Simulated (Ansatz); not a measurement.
# Li (Im-3m): equation of state with a fit

Where is the equilibrium volume of Li (Im-3m), and how stiff is it? A script is to give an equation of state with a fit; the system is Li (Im-3m).

All numbers are computed with Ansatz 0.2.0 through its Python package. Level of theory: DFT PBE, plane waves, PAW.

## 1. Starting point

It takes space group Im-3m (No. 229, cubic). The conventional cell has a = 3.509 Å, b = 3.509 Å, c = 3.509 Å, α = 90.00°, β = 90.00°, γ = 90.00°. Around Li (site symmetry m-3m) lie 8 Li at 3.04 Å.

The script holds or builds the structure itself.

## 2. Script

run_eos.py

```python
"""Bulk modulus of Li from an E(V) curve."""

import warnings

import ansatz as az
import numpy as np
from scipy.optimize import curve_fit

vectors0 = np.array([
    [-1.75465, 1.75465, 1.75465],
    [1.75465, -1.75465, 1.75465],
    [1.75465, 1.75465, -1.75465],
])
sites = [
    ("Li", [0.0, 0.0, 0.0]),
]


def on_lattice(cell):
    crystal = az.Crystal(lattice=az.Lattice.of(cell))
    for symbol, position in sites:
        crystal = crystal.atom(symbol, position)
    return crystal

def vinet(v, e0, v0, b0, b1):
    eta = (v / v0) ** (1 / 3)
    return e0 + 2 * b0 * v0 / (b1 - 1) ** 2 * (2 - (5 + 3 * b1 * (eta - 1) - 3 * eta) * np.exp(-1.5 * (b1 - 1) * (eta - 1)))

warnings.simplefilter("ignore", az.DeckWarning)

# scale the volume, keep shape and fractions
volumes, energies, pressures = [], [], []
for scale in np.linspace(0.88, 1.12, 7):
    cell = vectors0 * scale ** (1 / 3)
    base = (
        on_lattice(cell).calculation()
        .functional(az.Functional.PBE)
        .occupations("Fermi-Dirac", width=150 * az.meV)
        .basis(500)
        .kpoints(13, 13, 13)
        .stress()
    )
    summary = base.run(threads=1, backend="cpu").report
    volumes.append(abs(np.linalg.det(cell)) / len(sites))
    energies.append(summary["free_energy_ev"] / len(sites))
    pressures.append(np.trace(summary["stress_gpa"]) / 3)
    print(f"V = {volumes[-1]:8.4f} A^3/atom  F = {energies[-1]:.5f} eV/atom  P = {pressures[-1]:8.3f} GPa")

guess = (min(energies), volumes[int(np.argmin(energies))], 0.5, 4.5)
(e0, v0, b0, b1), _ = curve_fit(vinet, np.array(volumes), np.array(energies), p0=guess, maxfev=20000)
print(f"Vinet fit: V0 = {v0:.4f} A^3/atom, B0 = {160.21766 * b0:.1f} GPa, B1 = {b1:.2f}")
print("largest residual", round(1000 * float(np.abs(vinet(np.array(volumes), e0, v0, b0, b1) - energies).max()), 3), "meV/atom")
```

## 3. Launch

Launch:

```
python run_eos.py
```

**Question.** Estimate the equilibrium volume and the bulk modulus.

The runs gave:

```
                      quantity           value
                 runs compared               7
               range of energy  24.62 meV/atom
lowest point, volume (Å³/atom)          19.880
      equilibrium volume (fit)   20.30 Å³/atom
            bulk modulus (fit)          14 GPa
```

In words: A third-order Birch-Murnaghan fit through the 7 points (the script's own form differs a little) has its minimum at 20.30 Å³ an atom, 6.1 % below the typed cell, with a bulk modulus of 14 GPa and dB/dP = 3.3. From that minimum the energy rises by 3.8 meV an atom on the compressed side and 25.0 meV on the expanded side. The window is off centre, so dB/dP is rough. Caveats:
- A Fermi-Dirac width this large means warm electrons, whose thermal share enters the free energy.
- Pressure is positive in compression.
